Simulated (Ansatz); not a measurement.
# BBrH₄Si: small, medium and large basis sets

Aim: see how fast density functionals converge with the basis set for BBrH₄Si.

The runs use Ansatz 0.2.0, Gaussian basis; one geometry, several basis sets.

The runs, in order: PBE0-D4/def2-SVP; ωB97M-V/def2-SVP; PBE0-D4/def2-QZVPP; ωB97M-V/def2-QZVPP; the functionals' def2-TZVPP values are taken from earlier runs.

## Step 1: The geometry

All runs share one geometry, relaxed beforehand with PBE0-D4 in a triple-zeta def2 set.

7 atoms, charge 0, spin multiplicity 1.

Atoms are counted from 1 here; the program's logs count them from 0.

Bond lengths: B1–Si2 2.004 Å, B1–H4 1.193 Å, B1–H5 1.197 Å, Si2–Br3 2.231 Å, Si2–H6 1.488 Å, Si2–H7 1.488 Å. Angles: Si2–B1–H4 123.5°, Si2–B1–H5 118.0°, H4–B1–H5 118.6°, B1–Si2–Br3 113.6°, B1–Si2–H6 110.3°, B1–Si2–H7 110.0°, Br3–Si2–H6 107.2°, Br3–Si2–H7 107.3°, H6–Si2–H7 108.3°.

## Step 2: PBE0-D4 in def2-SVP

The input, in.yaml:

```yaml
crystal:
  periodic: [false, false, false]
  atoms:
    - {symbol: B, position_ang: [-0.998019, 0.119913, -0.732117]}
    - {symbol: Si, position_ang: [0.637224, 0.041457, 0.423948]}
    - {symbol: Br, position_ang: [1.126251, -2.014006, 1.140792]}
    - {symbol: H, position_ang: [-1.643468, -0.839363, -1.025137]}
    - {symbol: H, position_ang: [-1.339145, 1.188093, -1.149729]}
    - {symbol: H, position_ang: [0.459226, 0.897329, 1.627841]}
    - {symbol: H, position_ang: [1.819133, 0.538579, -0.331198]}
basis:
  gaussian: {orbitals: def2-SVP}
hamiltonian: {xc: pbe0, dispersion: d4}
output: {orbitals: {seedname: orbitals}}
```

Command:

```sh
$ ansatz run in.yaml --threads 2 --pin off --events-out ev --progress --plain --max-ram 4352MiB
```

Further steps of the session: ωB97M-V in def2-SVP; PBE0-D4 in def2-QZVPP; ωB97M-V in def2-QZVPP.

Q: Predict the results of all the runs planned. Wanted: PBE0-D4: double and triple zeta above quadruple; ωB97M-V: double and triple zeta above quadruple.

**Answer**, as computed:

| quantity | value |
| --- | --- |
| PBE0-D4: double and triple zeta above quadruple | 13.85, 1.75 eV |
| ωB97M-V: double and triple zeta above quadruple | 13.85, 1.67 eV |

In words: For PBE0-D4 the step from double to triple zeta gains 12.10 eV and the next only 1.75 eV. These are total energies; as a rule much of such shifts cancels in differences, which this series doesn't test.
